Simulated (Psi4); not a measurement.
**BHLYP/6-31G(d) (spherical functions) run of SiPH5O2 (SMILES O[SiH2]OP)**

Aim: the vertical singlet–triplet gap of SiPH5O2 at BHLYP/6-31G* (spherical functions), from 2 runs. 

Program for the calculation: Psi4 1.11.

1 further run of the same task is left out (set aside as unsound or not needed).

### Step 1. The system as given

SiPH5O2: 9 atoms, total charge 0, spin state singlet. SMILES: `O[SiH2]OP`. The coordinates come from a PBE0-D4/def2-TZVP relaxation. This is one conformer, not always the lowest.

Bond lengths: O1–Si2 1.637 Å, Si2–O3 1.648 Å, O3–P4 1.646 Å, O1–H5 0.958 Å, Si2–H6 1.486 Å, Si2–H7 1.473 Å, P4–H8 1.424 Å, P4–H9 1.424 Å. Some angles: O1–Si2–O3 112.6°, Si2–O3–P4 125.8°, O1–Si2–H6 109.8°, O1–Si2–H7 106.9°, O3–Si2–H6 108.4°, O3–Si2–H7 105.8°, Si2–O1–H5 118.2°, O3–P4–H8 98.7°, O3–P4–H9 98.7°, H6–Si2–H7 113.3°.

### Step 2. Energy and forces at BHLYP/6-31G(d) (spherical functions)

input.inp

```
memory 2200 MB

molecule geom {
  0 1
  O
  Si 1 1.637187
  O 2 1.647601 1 112.63239
  P 3 1.646087 2 125.81202 1 -64.77696
  H 1 0.958039 2 118.15097 3 82.24499
  H 2 1.486075 1 109.79207 5 -38.67617
  H 2 1.473489 6 113.28507 3 -117.13562
  H 4 1.423741 3 98.68026 2 -134.00822
  H 4 1.423658 8 92.17492 3 99.1196
  symmetry c1
  no_reorient
  no_com
}

set puream true
set e_convergence 1e-09
set d_convergence 1e-08
set scf_type pk
set dft_radial_points 99
set dft_spherical_points 590

E, wfn = gradient('bhhlyp/6-31G*', return_wfn=True)
oeprop(wfn, 'WIBERG_LOWDIN_INDICES', 'MAYER_INDICES', 'QUADRUPOLE', title='BHHLYP')
print_variables()
```

Command:

```console
$ psi4 input.inp input.out -n 1
```

input.out:

```text
[...]
  Running in c1 symmetry.
[...]
  Nuclear repulsion =  233.152825446956626
[...]
  Multiplicity = 1
[...]
  Nalpha       = 25
  Nbeta        = 25
[...]
    Number of basis functions: 74
[...]
   @RKS iter   1:  -784.05028283561114   -4.45761e-01   9.59972e-03 ADIIS/DIIS
[...]
   @RKS iter  11:  -784.24910628490693   -6.82121e-12   6.54891e-09 DIIS
[...]
    Orbital Energies [Eh]
    ---------------------
    Doubly Occupied:
       1A    -78.211749     2A    -67.184004     3A    -19.699311
       4A    -19.696565     5A     -6.951256     6A     -5.645655
       7A     -5.013188     8A     -5.010671     9A     -5.007478
      10A     -3.910154    11A     -3.909066    12A     -3.907928
      13A     -1.157840    14A     -1.137807    15A     -0.738990
      16A     -0.643117    17A     -0.561419    18A     -0.520362
      19A     -0.503712    20A     -0.477307    21A     -0.445029
      22A     -0.413600    23A     -0.393248    24A     -0.372820
      25A     -0.307053
[...]
  @RKS Final Energy:  -784.24910628490693
   => Energetics <=
    Nuclear Repulsion Energy =            233.1528254469566264
    One-Electron Energy =               -1547.7893981965107741
    Two-Electron Energy =                 563.0099166683293106
    DFT Exchange-Correlation Energy =     -32.6224502036821491
    Empirical Dispersion Energy =           0.0000000000000000
    VV10 Nonlocal Energy =                  0.0000000000000000
    Total Energy =                       -784.2491062849069294
[...]
  -Total Gradient:
     Atom            X                  Y                   Z
    ------   -----------------  -----------------  -----------------
       1        0.002855646023     0.000259297105     0.004218033919
       2       -0.002970187347    -0.005266767261    -0.005063559348
       3       -0.001205111820    -0.001776853395    -0.000341715071
       4       -0.001822746611     0.010530745573    -0.004845385484
       5       -0.002191830797    -0.000235210488    -0.000809666028
       6       -0.003093443286     0.001440436742     0.001182476461
       7        0.004062075596     0.001063486170     0.001088912502
       8        0.000869887800    -0.001988379199     0.004833899952
       9        0.003506163959    -0.004013877629    -0.000274874032
[...]
 Multipole Moments:
 ------------------------------------------------------------------------------------
     Multipole            Electronic (a.u.)      Nuclear  (a.u.)        Total (a.u.)
 ------------------------------------------------------------------------------------
 L = 1.  Multiply by 2.5417464519 to convert [e a0] to [Debye]
 Dipole X            :         -1.0286905            0.3777569           -0.6509336
 Dipole Y            :         -1.7214082            1.5743996           -0.1470086
 Dipole Z            :         -0.3429351            0.3051237           -0.0378115
 Magnitude           :                                                    0.6683979
 L = 2.  Multiply by 1.3450342976 to convert [e a0^2] to [Debye ang]
 Quadrupole XX       :        -98.2398956           67.7313210          -30.5085746
 Quadrupole XY       :       -106.0030104          105.6316207           -0.3713897
[...]
```

Run time: 25 s. Hardware: 1 thread of Intel Xeon Platinum 8259CL at 2.50GHz (Skylake/Cascade Lake), shared host; peak memory 1.2 GiB.

### Step 3. The triplet at the same level

job.json

```json
{
 "schema_name": "qcschema_input",
 "schema_version": 1,
 "molecule": {
  "schema_name": "qcschema_molecule",
  "schema_version": 2,
  "symbols": ["O", "Si", "O", "P", "H", "H", "H", "H", "H"],
  "geometry": [-0.58184667, 2.1624136, -3.10463105, 1.54522905, 1.06202608, -1.14592992, 0.57145318, -1.4703959, 0.38134673, -1.78049995, -1.57773234, 2.4143141, -1.88726948, 3.22557352, -2.43888054, 2.2121134, 3.03357735, 0.73944983, 3.71236697, 0.23338118, -2.6854898, -0.57806722, -3.00636529, 4.35128337, -3.04623851, -3.74978355, 1.45622295],
  "molecular_charge": 0,
  "molecular_multiplicity": 3,
  "fix_symmetry": "c1"
 },
 "driver": "gradient",
 "model": {
  "method": "bhhlyp",
  "basis": "6-31G*"
 },
 "keywords": {
  "reference": "uks",
  "puream": true,
  "e_convergence": 1e-09,
  "d_convergence": 1e-08,
  "scf_type": "pk",
  "dft_radial_points": 99,
  "dft_spherical_points": 590,
  "maxiter": 100
 }
}
```

Command:

```console
$ psi4 --qcschema job.json -n 1 --memory 2200MB
```

stdout, cut to the lines that bear on the results:

```text
[...]
  Running in c1 symmetry.
[...]
  Nuclear repulsion =  233.152845786720434
[...]
  Multiplicity = 3
[...]
  Nalpha       = 26
  Nbeta        = 24
[...]
    Number of basis functions: 74
[...]
   @UKS iter   1:  -783.82445352767343   -2.19931e-01   1.02374e-02 ADIIS/DIIS
[...]
   @UKS iter  17:  -784.07020402950604   -1.23919e-11   9.14389e-09 DIIS
[...]
   @S^2 Observed:                2.004904166E+00
[...]
  @UKS Final Energy:  -784.07020402950604
   => Energetics <=
    Nuclear Repulsion Energy =            233.1528457867204338
    One-Electron Energy =               -1547.1413058967907546
    Two-Electron Energy =                 562.5207165258774467
    DFT Exchange-Correlation Energy =     -32.6024604453132412
    Empirical Dispersion Energy =           0.0000000000000000
    VV10 Nonlocal Energy =                  0.0000000000000000
    Total Energy =                       -784.0702040295060442
[...]
 Multipole Moments:
 ------------------------------------------------------------------------------------
     Multipole            Electronic (a.u.)      Nuclear  (a.u.)        Total (a.u.)
 ------------------------------------------------------------------------------------
 L = 1.  Multiply by 2.5417464519 to convert [e a0] to [Debye]
 Dipole X            :         -1.6237992            1.3339041           -0.2898950
 Dipole Y            :         -0.4076374            0.8263463            0.4187089
 Dipole Z            :          0.9212699           -0.5023799            0.4188899
 Magnitude           :                                                    0.6594127
[...]
  -Total Gradient:
     Atom            X                  Y                   Z
    ------   -----------------  -----------------  -----------------
       1        0.003793129968    -0.004348353581     0.003063482416
       2       -0.011708702088    -0.009918310516     0.005890317025
       3       -0.023757311268     0.006219045282     0.018782480783
       4        0.033150758833     0.048948513500    -0.042862811366
       5       -0.001956175879     0.001823987391     0.001061593093
       6       -0.000724554889     0.002414038736     0.003979845098
       7        0.002410317593    -0.002288667385    -0.002671032414
       8       -0.006906755250    -0.023372894066    -0.001545472308
       9        0.005703532826    -0.019469418494     0.014282253889
[...]
```

Run time: 44 s. Hardware: 1 thread of Intel Xeon Platinum 8259CL at 2.50GHz (Skylake/Cascade Lake), shared host; peak memory 1.2 GiB.

### Step 4. Outcome

Level: BHLYP/6-31G* (spherical functions).

```
                                        quantity          value
                           singlet: total energy  -784.24911 Eh
                          singlet: dipole moment         1.70 D
                            singlet: HOMO energy       -8.36 eV
                            singlet: LUMO energy        1.07 eV
                          singlet: HOMO–LUMO gap        9.42 eV
               singlet: largest force on an atom     0.603 eV/Å
                           triplet: total energy  -784.07020 Eh
                          triplet: dipole moment         1.68 D
     triplet: HOMO energy (highest over α and β)       -3.56 eV
                                   triplet: ⟨S²⟩          2.005
               triplet: largest force on an atom     3.755 eV/Å
vertical energy of the triplet above the singlet       4.868 eV
```

**Reading.** At this shape the triplet lies 4.87 eV (112 kcal/mol) above the singlet. The largest force (singlet) is 0.60 eV/Å: the shape isn't a stationary point for this species at this level.
